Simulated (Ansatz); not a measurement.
Geometry optimisation, DFT PBE, scalar-relativistic, plane waves, PAW (Ansatz 0.2.0).

The input (input.yaml):

```yaml
crystal:
  lattice:
    - [3.184304, 1.838459, 12.964197]
    - [-3.184304, 1.838459, 12.964197]
    - [0.0, -3.676917, 12.964197]
  atoms:
    - { symbol: Mo, position: [0.5031483, 0.49694, 0.4999546] }
    - { symbol: S, position: [0.2079471, 0.2013615, 0.2068666] }
    - { symbol: S, position: [0.1365989, 0.1269527, 0.1172085] }
    - { symbol: Mo, position: [0.503967, 0.4955328, 1.0067773] }
    - { symbol: S, position: [0.1191256, 0.1325485, 0.6256914], spin: 1.0 }
    - { symbol: Mo, position: [0.4975463, 0.9947904, 0.5048569] }
    - { symbol: S, position: [0.1967762, 0.7096074, 0.2143699] }
    - { symbol: S, position: [0.1228346, 0.6321231, 0.1288184] }
    - { symbol: Mo, position: [0.499238, 1.0005109, 1.0022602] }
    - { symbol: S, position: [0.206649, 0.7047424, 0.7059704] }
    - { symbol: S, position: [0.1286778, 0.6264849, 0.6264117] }
    - { symbol: Mo, position: [0.9903838, 0.495603, 0.5097656] }
    - { symbol: S, position: [0.7122874, 0.2016091, 0.206437] }
    - { symbol: S, position: [0.6263116, 0.1281067, 0.123927] }
    - { symbol: Mo, position: [1.0076773, 0.4969058, 0.9973277] }
    - { symbol: S, position: [0.708225, 0.2045662, 0.7081394] }
    - { symbol: S, position: [0.6199011, 0.1279645, 0.6250556] }
    - { symbol: Mo, position: [0.9937085, 0.9997918, 0.5069865] }
    - { symbol: S, position: [0.7143765, 0.6951369, 0.2080661] }
    - { symbol: S, position: [0.6219356, 0.6302188, 0.1285578] }
    - { symbol: Mo, position: [1.000043, 1.0016758, 0.9949421] }
    - { symbol: S, position: [0.7151157, 0.7027076, 0.7014609] }
    - { symbol: S, position: [0.6301433, 0.6209058, 0.6286611] }
magnetization:
  spin_polarized: true
total_charge: -1
basis:
  ecutwfc: 420.0
kpoints:
  mp_grid: { grid: [2, 2, 2] }
hamiltonian:
  xc: pbe
  pseudopotentials: { kind: paw, azcp: { folder: soft_1 } }
scf:
  occupations: { method: fermi_dirac, width: 0.05 }
  lower_state_search: "off"
relax:
  f_tol: 0.03
  max_steps: 60
  adjacent_minimum: "off"
```

Command:

```bash
$ ansatz run input.yaml --threads 4 --pin off --max-ram 10240MiB --backend cpu --events-out ev --progress --plain --runs-dir out
```

Q: Where does it end, and by what steps?

A: The run converged. Limits of this set-up: coarse k mesh, a small cell, in which the defect meets its images, a typed lattice constant that wasn't relaxed here, charged cell in a uniform background, uncorrected. After 4 steps the energy has fallen by 0.403 eV; Mo12 moved furthest, 0.08 Å.

| step | energy less start (eV) | largest force component (eV/Å) | accepted |
| --- | --- | --- | --- |
| 0 | 0.0000 | 1.295 | yes |
| 1 | -0.3334 | 0.351 | yes |
| 2 | -0.4003 | 0.145 | yes |
| 3 | -0.4018 | 0.086 | yes |
| 4 | -0.4025 | 0.010 | yes |

```xyz
23
Lattice="3.1843 1.8385 12.9642 -3.1843 1.8385 12.9642 0.0000 -3.6769 12.9642" Properties=species:S:1:pos:R:3
Mo 0.005 -0.004 19.424
S 0.005 -0.007 8.021
S 0.005 0.000 4.894
Mo 0.005 -1.844 25.945
S 0.005 -1.844 11.436
Mo -1.602 0.902 25.927
S -1.580 0.917 14.530
S -1.609 0.900 11.428
Mo -1.587 -0.924 32.388
S -1.590 -0.922 20.985
S -1.584 -0.926 17.859
Mo 1.612 0.903 25.927
S 1.590 0.917 14.530
S 1.620 0.900 11.428
Mo 1.596 -0.924 32.388
S 1.599 -0.922 20.985
S 1.594 -0.926 17.859
Mo 0.005 1.834 32.381
S 0.004 1.834 20.988
S 0.005 1.834 17.862
Mo 0.006 0.012 38.891
S 0.005 -0.015 27.495
S 0.005 0.020 24.392
```

Whether the end is a true minimum wasn't checked by a vibrational analysis.

The run took 2 min on 4 threads of Arm Neoverse V2 (shared host), peak memory 1.7 GiB.
